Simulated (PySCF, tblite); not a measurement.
**C₃H₇NO₃Si₂: geometry, infrared bands and NMR shifts**

Aim: predict the infrared bands and NMR shifts of C₃H₇NO₃Si₂ (`NC(=O)[C@@H]1[SiH2]O[SiH2]C1=O`).

Computed with tblite 0.8.0 and PySCF 2.14.0, with density-fitted response routines of our own, on a single molecule in the gas phase. Atoms are numbered from 0 throughout.

## Step 1: The molecule as given

16 atoms, charge 0, multiplicity 1; geometry from: force field or distance geometry start.

Bonds of the start (Å): N0–C1 1.37, C1–O2 1.23, C1–C3 1.51, C3–Si4 1.94, Si4–O5 1.71, O5–Si6 1.71, Si6–C7 1.93, C7–O8 1.22, C7–C3 1.53, N0–H9 1.02, N0–H10 1.00, C3–H11 1.11, Si4–H12 1.48, Si4–H13 1.48, Si6–H14 1.49, Si6–H15 1.50.

## Step 2: Relaxing the molecule with GFN2-xTB

Job settings and geometry (Å):

```
{"job": {"kind": "relax", "xc": "GFN2-xTB", "basis": "xTB"}, "charge": 0, "multiplicity": 1}
N      2.556300     0.231400    -0.347600
C      1.556500    -0.688600    -0.507300
O      1.754000    -1.668400    -1.219500
C      0.320800    -0.479500     0.330100
Si    -1.242600    -1.387800    -0.364000
O     -2.461400    -0.201700    -0.191100
Si    -1.930000     1.338300     0.322300
C     -0.050100     0.979800     0.587600
O      0.698100     1.873900     0.933900
H      2.427800     1.064000     0.235200
H      3.405900     0.119000    -0.866600
H      0.509200    -0.932500     1.326500
H     -1.140800    -1.687500    -1.807500
H     -1.590700    -2.568100     0.450600
H     -2.190000     2.331100    -0.752000
H     -2.630600     1.685600     1.602800
```

Launch:

```
$ OMP_NUM_THREADS=1 python probes_run.py task.json out
```

This one command runs all jobs of the session in turn.

**Question.** This job is followed by: GFN2-xTB harmonic vibrations, gas phase; GIAO PBE0/pcSseg-1 NMR shielding, non-relativistic, gas phase. What will the session give for the following? strongest single infrared mode (GFN2-xTB); zero-point energy (GFN2-xTB); ¹³C shifts against TMS (PBE0/pcSseg-1); ¹H shifts against TMS (PBE0/pcSseg-1); ¹⁵N shifts against NH3 (PBE0/pcSseg-1); ¹⁷O shifts against H2O (PBE0/pcSseg-1); ²⁹Si shifts against TMS (PBE0/pcSseg-1); surface potential, 1st and 99th percentile.

As calculated:

| quantity | value |
| --- | --- |
| strongest single infrared mode (GFN2-xTB) | 1732 cm⁻¹, 633 km/mol |
| zero-point energy (GFN2-xTB) | 62.0 kcal/mol |
| ¹³C shifts against TMS (PBE0/pcSseg-1) | 254.4, 171.0, 56.6 ppm |
| ¹H shifts against TMS (PBE0/pcSseg-1) | 7.80, 5.66, 5.46, 4.97, 4.85, 4.79, 3.12 ppm |
| ¹⁵N shifts against NH3 (PBE0/pcSseg-1) | 121.4 ppm |
| ¹⁷O shifts against H2O (PBE0/pcSseg-1) | 789.0, 426.3, 34.8 ppm |
| ²⁹Si shifts against TMS (PBE0/pcSseg-1) | -12.7, -40.1 ppm |
| surface potential, 1st and 99th percentile | -1.73 V and 1.81 V |

In words: Over 94 steps the energy fell by 0.359 eV; of the close pairs, O5–Si6 changed most, 1.708 to 1.631 Å. No mode is imaginary among the 42: a minimum at this level. The strongest single mode, at 1732 cm⁻¹, moves mainly C1. GFN2-xTB is a fitted tight-binding method: band positions and strengths are rough. Its intensities can rank the bands wrongly. At PBE0/pcSseg-1: The largest span, 1722 ppm, is at O8, where the paramagnetic term is -855 ppm. At PBE0/pcSseg-1, counted by nearest atom on the grid, the HOMO lies on O8 34 %; O2 18 %, the LUMO on C7 44 %; O8 28 %.
